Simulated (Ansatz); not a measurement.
## Au, space group Im-3m: relaxations under a series of pressures

Program: Ansatz 0.2.0, Python API.

The script, `au.py`:
```python
"""Volume and enthalpy of Au against pressure."""

from dataclasses import dataclass
import warnings

import ansatz
import numpy as np


@dataclass(frozen=True)
class Settings:
    smearing: str = "methfessel_paxton"
    width_ev: float = 0.05


opts = Settings()

def edges_and_angles(cell):
    cell = np.asarray(cell)
    a, b, c = np.linalg.norm(cell, axis=1)
    cosines = cell[1] @ cell[2] / (b * c), cell[0] @ cell[2] / (a * c), cell[0] @ cell[1] / (a * b)
    return (a, b, c, *np.degrees(np.arccos(cosines)))


def main() -> None:
    warnings.simplefilter("ignore", ansatz.DeckWarning)

    lattice = ansatz.Lattice.of(
        (-1.657269, 1.657269, 1.657269),
        (1.657269, -1.657269, 1.657269),
        (1.657269, 1.657269, -1.657269),
    )
    sites = [
        ("Au", (0.0, 0.0, 0.0)),
    ]
    structure = ansatz.Crystal(lattice=lattice)
    for symbol, position in sites:
        structure = structure.atom(symbol, position)

    job = (
        structure.calculation()
        .functional(ansatz.Functional.LDA)
        .kpoints(12)
        .occupations(opts.smearing, width=opts.width_ev)
    )

    # H = F + PV, with 1 GPa A^3 = 1/160.21766 eV
    rows = []
    for pressure in [0, 5, 10, 20]:
        done = job.relax(cell=True, pressure=pressure, force_tolerance=0.02).run()
        cell = done.lattice.cell_ang
        n_atoms = len(done.lattice.sites)
        volume = abs(np.linalg.det(cell)) / n_atoms
        enthalpy = done.report["free_energy_ev"] / n_atoms + pressure * volume / 160.21766
        rows.append((pressure, volume, enthalpy, *edges_and_angles(cell)))
        print(f"{pressure} GPa done: {volume:.4f} A^3/atom")

    print(" P (GPa)  V (A^3/atom)  H (eV/atom)     a       b       c")
    for row in rows:
        print("{:8.1f} {:12.4f} {:14.5f} {:7.4f} {:7.4f} {:7.4f}".format(*row[:6]))
    p, v = np.array([row[0] for row in rows], float), np.array([row[1] for row in rows])
    print("mean bulk modulus between rows (GPa):", np.round(-np.diff(p) / np.diff(np.log(v)), 1))


if __name__ == "__main__":
    main()
```

```console
$ python au.py
0 GPa done: 16.5773 A^3/atom
5 GPa done: 16.1875 A^3/atom
10 GPa done: 15.8496 A^3/atom
20 GPa done: 15.2815 A^3/atom
 P (GPa)  V (A^3/atom)  H (eV/atom)     a       b       c
     0.0      16.5773   -12864.93069  2.7821  2.7821  2.7821
     5.0      16.1875   -12864.41958  2.7602  2.7602  2.7602
    10.0      15.8496   -12863.91980  2.7408  2.7408  2.7408
    20.0      15.2815   -12862.94896  2.7077  2.7077  2.7077
mean bulk modulus between rows (GPa): [210.1 237.  274. ]
```

The volume falls from 16.58 Å³ an atom at 0 GPa to 15.28 at 20 GPa, by 7.8 %. Between 0 and 5 GPa, -V dP/dV is about 210 GPa, a mean over that step.

Total energies depend on the potentials; only differences at equal settings carry meaning. At a fixed pressure a relaxation lowers the enthalpy F + PV, while F alone can rise. For a metal this k-point mesh is coarse: on a finer one energies can move by several to tens of meV an atom and pressures by half a GPa or more, differences at one mesh by less. Spin-orbit coupling, which matters for elements this heavy, is left out. This isn't the structure that Au takes at ambient conditions. Symmetry holds the cell in this phase, whether or not it is the stable one at each pressure. Hardware and time: 18 s on 1 thread of Intel(R) Xeon(R) Processor @ 2.30GHz (shared host), peak memory 0.48 GiB.
